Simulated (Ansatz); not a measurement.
# CH4BrFSi: atomisation energy

All numbers are computed with the Python package of Ansatz 0.2.0. Level of theory: Hartree-Fock/def2-SVPD.

## Step 1: The system

Bond lengths: C1–Si2 1.789 Å, Si2–F3 1.579 Å, Si2–Br4 2.147 Å, C1–H5 1.076 Å, C1–H6 1.152 Å, C1–H7 1.105 Å, Si2–H8 1.518 Å. Angles: C1–Si2–F3 107.6°, C1–Si2–Br4 111.7°, C1–Si2–H8 110.3°, F3–Si2–Br4 108.4°, F3–Si2–H8 109.3°, Br4–Si2–H8 109.7°, Si2–C1–H5 115.3°, Si2–C1–H6 113.0°, Si2–C1–H7 113.7°, H5–C1–H6 103.8°, H5–C1–H7 106.4°, H6–C1–H7 103.5°.

No structure file is read: the coordinates are typed or built in the script.

## Step 2: Script

Input file ch4brfsi.py:

```python
"""Atomisation energy of CH4BrFSi at the given geometry."""

from collections import Counter

import ansatz

BASIS_SET = "def2-SVPD"
FUNCTIONAL = "hf"


def energy_of(molecule, charge=0, unpaired=0):
    calc = molecule.calculation().basis(gaussian=BASIS_SET).functional(FUNCTIONAL)
    if charge:
        calc = calc.charge(charge)
    if unpaired:
        calc = calc.spin("collinear", total=unpaired)
    report = calc.run().report
    if report["published_state_doubts"]:
        print("  doubts:", report["published_state_doubts"])
    return report["free_energy_ev"]

GEOMETRY = """
C    -0.21190    0.89520    0.20160
Si    0.34580   -0.76410   -0.16780
F     0.98220   -1.35750    1.14970
Br   -1.28080   -2.03220   -0.76390
H     0.56240    1.58880    0.47860
H    -0.73010    1.40520   -0.69220
H    -0.97310    0.94110    1.00060
H     1.39760   -0.73370   -1.26250
"""


def main() -> None:
    mol = ansatz.Crystal.molecule()
    for line in GEOMETRY.strip().splitlines():
        symbol, *xyz = line.split()
        mol = mol.atom(symbol, [float(v) for v in xyz])

    # Hund ground states
    unpaired = {"C": 2, "Si": 2, "F": 1, "Br": 1, "H": 1}
    counts = Counter(site.symbol for site in mol.cartesian_sites)
    atom_energy = {s: energy_of(ansatz.Crystal.molecule().atom(s, (0, 0, 0)), 0, unpaired[s]) for s in counts}
    whole = energy_of(mol, 0, 0)
    for s, e in atom_energy.items():
        print(f"{s:2s} x{counts[s]}  {e:14.5f} eV")
    print(f"CH4BrFSi: {whole:.5f} eV")
    split = sum(counts[s] * e for s, e in atom_energy.items()) - whole
    print(f"atomisation energy (no zero-point term): {96.485332 * split:.1f} kJ/mol, {split / sum(counts.values()):.3f} eV an atom")


if __name__ == "__main__":
    main()
```

## Step 3: What the engine is handed

The engine receives this input (first run):

```yaml
crystal:
  periodic: [false, false, false]
  atoms:
    - { symbol: C, position_ang: [0.0, 0.0, 0.0] }
basis:
  gaussian:
    orbitals: def2-SVPD
hamiltonian:
  xc: hf
magnetization:
  spin_polarized: true
  initial_magnetization: 2.0
```

## Step 4: The run

Launch:

```
> python ch4brfsi.py
```

**Question.** How long does this script take on 1 thread of Intel Xeon Platinum 8375C at 2.90GHz (Ice Lake), shared host, and how much memory does it need?

About 2.6 s, with a peak of 0.35 GiB.
